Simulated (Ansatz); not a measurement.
# CdNiSe3 (Pm-3m) in Ansatz: a series of runs, part 2 of 2

Ansatz 0.2.0.

## (4) Relaxation of cell and atoms, RPBE, collinear spin, ferromagnetic start

Contents of input.yaml:

```yaml
crystal:
  lattice:
    - [4.76738, 0.0, 0.0]
    - [0.0, 4.76738, 0.0]
    - [0.0, 0.0, 4.76738]
  atoms:
    - { symbol: Cd, position: [0.5, 0.5, 0.5] }
    - { symbol: Ni, position: [0.0, 0.0, 0.0], spin: 1.0 }
    - { symbol: Se, position: [0.5, 0.0, 0.0] }
    - { symbol: Se, position: [0.0, 0.5, 0.0] }
    - { symbol: Se, position: [0.0, 0.0, 0.5] }
hamiltonian:
  xc: rpbe
  pseudopotentials: { kind: paw }
magnetization:
  spin_polarized: true
kpoints:
  mp_grid: { grid: [5, 5, 5] }
scf:
  occupations: { method: fermi_dirac, width: 0.05 }
output:
  forces: true
  stress: true
  eigenvalues: true
  write_density: true
  write_potential: true
  elf: true
  volumetric_format: npy
relax:
  f_tol: 0.01
  max_steps: 40
  cell: { stress_tol: 0.05 }
```

Potentials or basis: Ansatz PAW.

Started as:

```console
$ ansatz run input.yaml --threads 2 --pin off --max-ram 5632MiB --backend cpu --events-out ev --progress --plain --runs-dir out
```

The log of the run:

```text
Warning: RAYON_NUM_THREADS=2 ignored (pool sized by the plan → 2); use --threads N
Engine: ansatz 0.2.0, aarch64-unknown-linux-gnu
Pseudopotentials: kind: paw
Pseudopotential: Cd, paw, valence charge 20, recommended cutoff 420 eV (normal), Cd.paw.azcp
Pseudopotential: Ni, paw, valence charge 18, recommended cutoff 420 eV (normal), Ni.paw.azcp
Pseudopotential: Se, paw, valence charge 16, recommended cutoff 420 eV (normal), Se.paw.azcp
Functional definition: RPBE
  parameter kappa = 0.804
[... 154 lines left out ...]
  k-point 1 ↑: bands = ["-93.6930", "-92.8215", "-54.0350", "-54.0349", "-54.0349", "-53.8939", "-53.8939", "-53.8939", "-38.0150", "-38.0134", "-38.0134", "-37.9886", "-37.9882", "-37.9882", "-37.9851", "-37.9851", "-37.9847", "-37.9278", "-37.9278", "-37.9278", "-37.9277", "-37.9275", "-37.9260", "-4.2499", "-2.4878", "-2.2865", "1.3138", "1.3138", "1.3284", "1.3302", "1.3550", "4.9676", "5.2907", "5.2907", "7.3698", "7.4029", "7.4029", "7.7343", "8.2166", "8.5652", "8.8602", "8.9108", "8.9108", "9.3738", "9.3738", "9.5208", "13.9070", "14.8751", "15.8514", "15.8514", "16.4003", "16.9378", "17.2399"]
  k-point 2 ↑: bands = ["-93.6930", "-92.8215", "-54.0351", "-54.0349", "-54.0349", "-53.8939", "-53.8939", "-53.8939", "-38.0147", "-38.0134", "-38.0133", "-37.9886", "-37.9873", "-37.9873", "-37.9860", "-37.9860", "-37.9847", "-37.9278", "-37.9278", "-37.9278", "-37.9277", "-37.9272", "-37.9263", "-3.8980", "-2.9000", "-2.2561", "1.2891", "1.2891", "1.2907", "1.3314", "1.3626", "5.0672", "5.7128", "5.7128", "6.2017", "6.7910", "6.7910", "7.7369", "8.2185", "8.2999", "9.0513", "9.0513", "9.2835", "9.3718", "9.3718", "10.7322", "13.2537", "15.1768", "15.1768", "15.9200", "17.3772", "18.1833", "19.0061"]
  k-point 9 ↓: bands = ["-93.6931", "-92.8214", "-54.0351", "-54.0351", "-54.0351", "-53.8940", "-53.8940", "-53.8939", "-38.0135", "-38.0133", "-38.0133", "-37.9871", "-37.9869", "-37.9869", "-37.9864", "-37.9864", "-37.9862", "-37.9283", "-37.9275", "-37.9275", "-37.9271", "-37.9271", "-37.9269", "-3.0557", "-2.8131", "-2.8131", "1.3466", "1.3466", "1.3634", "1.3771", "1.3771", "3.1365", "5.0785", "5.2573", "5.2573", "5.9760", "5.9760", "8.1127", "8.5727", "8.5727", "8.9234", "10.0390", "10.0390", "10.1953", "11.7891", "11.7891", "15.5877", "15.7418", "16.5640", "16.5640", "16.8799", "16.8799", "19.2132"]
--- Relaxed structure (3 steps of the walk, 3 accepted, 1 SCFs on fresh bases) ---
  F+E_penalty+E_count = -30531.81601929 eV   max|allowed force component| = 3.708e-29 eV/Å   (the final SCF, on the basis selected at the relaxed cell)
  cell:  # Å, volume = 112.2605 Å³
    - [4.824018330712287, -8.666684749742561e-34, 4.493836536903551e-34]
    - [-8.666684749742561e-34, 4.824018330712287, 6.419766481290786e-35]
    - [1.925929944387236e-34, 6.419766481290786e-35, 4.824018330712287]
  atoms:
    - { symbol: Cd, position: [0.5, 0.5, 0.5] }
    - { symbol: Ni, position: [4.9655972251974105e-36, 1.6569524640020572e-37, -2.5248799449685895e-37] }
    - { symbol: Se, position: [0.5, -2.3868005730875856e-37, 6.312199862413043e-38] }
    - { symbol: Se, position: [-9.25789313231302e-37, 0.5, 4.839353227975437e-37] }
    - { symbol: Se, position: [-5.049759890532662e-37, 2.8733659791119095e-37, 0.5] }
```

rho_z.tsv:

```text
# z_ang	rho[e/angstrom^3]	rho_spin[e/angstrom^3]
# format = ansatz-planar-average/11
# lattice	4.824018331	-0.000000000	0.000000000
# lattice	-0.000000000	4.824018331	0.000000000
# lattice	0.000000000	0.000000000	4.824018331
# sites	5
# site	48	2.412009165	2.412009165	2.412009165
# site	28	0.000000000	0.000000000	-0.000000000
# site	34	2.412009165	-0.000000000	0.000000000
# site	34	-0.000000000	2.412009165	0.000000000
# site	34	0.000000000	0.000000000	2.412009165
0.000000	2.718548e0	-3.637038e-8
0.134001	2.387588e0	-4.136006e-8
0.268001	1.659157e0	-4.766835e-8
0.402002	9.883590e-1	-4.788148e-8
0.536002	5.712184e-1	-4.458688e-8
0.670003	3.564708e-1	-3.918724e-8
[... 28 lines left out ...]
4.556017	1.659157e0	-4.766835e-8
4.690018	2.387588e0	-4.136006e-8
```

v_z.tsv:

```text
# z_ang	v_es[eV]	v_tot_up[eV]	v_tot_dn[eV]
# format = ansatz-planar-average/11
# xc	rpbe
# density_cutoff_ev	1680
# datasets	Cd=:simpson_from_first_knot:soft:shift=519544	Ni=:simpson_from_first_knot:soft:shift=688504	Se=:simpson_from_first_knot:soft:shift=554756
# lattice	4.824018331	-0.000000000	0.000000000
# lattice	-0.000000000	4.824018331	0.000000000
# lattice	0.000000000	0.000000000	4.824018331
# sites	5
# site	48	2.412009165	2.412009165	2.412009165
# site	28	0.000000000	0.000000000	-0.000000000
# site	34	2.412009165	-0.000000000	0.000000000
# site	34	-0.000000000	2.412009165	0.000000000
# site	34	0.000000000	0.000000000	2.412009165
0.000000	1.032736e0	-1.167218e1	-1.167218e1
0.134001	1.285105e0	-1.128578e1	-1.128578e1
0.268001	2.011373e0	-1.016706e1	-1.016706e1
0.402002	3.150761e0	-8.435715e0	-8.435716e0
0.536002	4.672327e0	-6.195436e0	-6.195437e0
0.670003	6.553413e0	-3.558856e0	-3.558856e0
[... 28 lines left out ...]
4.556017	2.011373e0	-1.016706e1	-1.016706e1
4.690018	1.285105e0	-1.128578e1	-1.128578e1
```

It took 28 s on 2 threads of Arm Neoverse V2, shared host; peak memory 0.48 GiB.

What came out:

```yaml
Free_energy: -30531.8160 eV
Relaxed_volume: 22.45 Å³/atom
Relaxed_cell: a = 4.824 Å, b = 4.824 Å, c = 4.824 Å, α = 90.00°, β = 90.00°, γ = 90.00°
Space_group_after_relaxing_to_0.05_Å: Pm-3m (No. 221)
Energy_gained_by_relaxing: 5.4 meV/atom
Ionic_steps: 4
Pressure_after_relaxing: 0.0 GPa
Band_gap_on_the_k_mesh: none (metal or under the smearing width)
Net_moment: 0.00 μB per cell
Absolute_moment: 0.00 μB per cell
```

The path:
```csv
step,energy change (eV),largest force (eV/Å),volume (Å³)
1,0.0000,0.0000,108.35
2,-0.0252,0.0000,111.42
3,-0.0264,0.0000,112.26
4,-0.0270,0.0000,112.26
```

Final structure:
```yaml
crystal:
  lattice:
    - [4.82402, 0.00000, 0.00000]
    - [0.00000, 4.82402, 0.00000]
    - [0.00000, 0.00000, 4.82402]
  atoms:
    - { symbol: Cd, position: [0.50000, 0.50000, 0.50000] }
    - { symbol: Ni, position: [0.00000, 0.00000, 0.00000] }
    - { symbol: Se, position: [0.50000, 0.00000, 0.00000] }
    - { symbol: Se, position: [0.00000, 0.50000, 0.00000] }
    - { symbol: Se, position: [0.00000, 0.00000, 0.50000] }
```

Caveat: the plane-wave basis is chosen anew once the cell has moved, so the energies of steps on either side of that aren't comparable; the PAW data sets come from PBE, with cores solved anew for the run's functional, which leaves a small shift of forces and pressure; the starting moments weren't kept. With open d or f shells a metallic result of RPBE can be an artefact of self-interaction; +U or a hybrid may open a gap.

## (5) Summary

```csv
level,gap on the mesh (eV),pressure (GPa),moment (μB),relaxed volume (Å³/atom)
PBEsol,none,0.0,0.00,20.46
revPBE,none,0.0,0.00,22.23
RPBE,none,0.0,0.00,22.45
```

Alike in all rows: task relaxation of cell and atoms; potentials or basis Ansatz PAW; spin collinear, ferromagnetic start; cell relaxed; k mesh 5 × 5 × 5; cutoff (eV) 420; smearing fermi-dirac 0.05 eV.

Caveats: the plane-wave basis is chosen anew once the cell has moved, so the energies of steps on either side of that aren't comparable; the PAW data sets come from PBE, with cores solved anew for the run's functional, which leaves a small shift of forces and pressure; the starting moments weren't kept.

Absolute energies hang on the potentials; compare differences alone.
